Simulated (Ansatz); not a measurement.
**GeO: a ladder of functionals and wavefunction methods**

An exercise on one series of results from a longer session: the logs are not shown, and one member is left open.

The runs use Ansatz 0.2.0, Gaussian basis; functionals in def2-TZVPP, the program's frozen cores in correlated methods.

Plan: LDA (SPW92), PBE-D4, revPBE-D4, BLYP-D4, r2SCAN-D4, B97M-V, PBE0-D4, B3LYP-D4, r2SCANh-D4, r2SCAN0-D4, HSE06-D4, BHLYP-D4, CAM-B3LYP-D4, LC-ωPBE, ωB97X-V, ωB97M-V, B2PLYP, PBE-QIDH; CCSD(T)/def2-SVP; CCSD(T)/def2-TZVPP; CCSD(T)/def2-QZVPP; extrapolation to the limit; RPA on PBE.

### Structure used throughout

All runs share one geometry, relaxed beforehand with PBE0-D4 in a triple-zeta def2 set.

2 atoms, charge 0, spin multiplicity 1.

Atoms are counted from 1 here; the program's logs count them from 0.

Bond lengths: O1–Ge2 1.622 Å.

Set-up of the first run:

Input file in.yaml:

```yaml
crystal:
  periodic: [false, false, false]
  atoms:
    - {symbol: O, position_ang: [-0.688993, 0.249047, -0.348403]}
    - {symbol: Ge, position_ang: [0.688993, -0.249047, 0.348403]}
basis:
  gaussian: {orbitals: def2-TZVPP}
hamiltonian: {xc: lda}
output: {orbitals: {seedname: orbitals}}
```

The run is started by

```
$ ansatz run in.yaml --threads 2 --pin off --events-out ev --progress --plain --max-ram 32768MiB --backend cpu
```

Among the steps run: LDA; PBE-D4 (GGA); revPBE-D4 (GGA); BLYP-D4 (GGA); r2SCAN-D4 (meta-GGA); B97M-V (meta-GGA); PBE0-D4 (hybrid); B3LYP-D4 (hybrid); r2SCANh-D4 (hybrid); r2SCAN0-D4 (hybrid); HSE06-D4 (hybrid); BHLYP-D4 (hybrid); CAM-B3LYP-D4 (range-separated); LC-ωPBE (range-separated); ωB97X-V (range-separated); ωB97M-V (range-separated); B2PLYP (double hybrid); PBE-QIDH (double hybrid).

One of the session's tables, all rows but one given; the rest of the session is left out.

It belongs to the step «Orbital energies across the functionals». 

```
  functional  HOMO (eV)  LUMO (eV)  gap (eV)
 LDA (SPW92)      -7.35      -3.02      4.33
      PBE-D4      -7.13      -2.80      4.33
   revPBE-D4      -7.06      -2.71      4.35
     BLYP-D4      -7.02      -2.72      4.30
   r2SCAN-D4      -7.48      -2.72      4.76
      B97M-V      -7.40      -2.62      4.78
     PBE0-D4      -8.48      -2.01      6.47
    B3LYP-D4          ?          ?         ?
  r2SCANh-D4      -7.99      -2.42      5.57
  r2SCAN0-D4      -8.73      -1.98      6.76
    HSE06-D4      -8.08      -2.39      5.69
    BHLYP-D4      -9.72      -1.20      8.52
CAM-B3LYP-D4      -9.88      -0.98      8.90
     LC-ωPBE     -11.16       0.18     11.34
     ωB97X-V     -10.83       0.09     10.93
     ωB97M-V     -10.75       0.01     10.76
```

Q: Estimate the row for B3LYP-D4 from the others.

Worked estimate for «HOMO (eV)». Against the share of exact exchange, BLYP-D4 (0, -7.02), BHLYP-D4 (0.5, -9.72) give a slope of -5.40 per unit share; at 0.2 the line stands at -8.10.

The run gave: HOMO (eV): -8.27; LUMO (eV): -2.25; gap (eV): 6.02. In «HOMO (eV)» the line misses by +0.17.
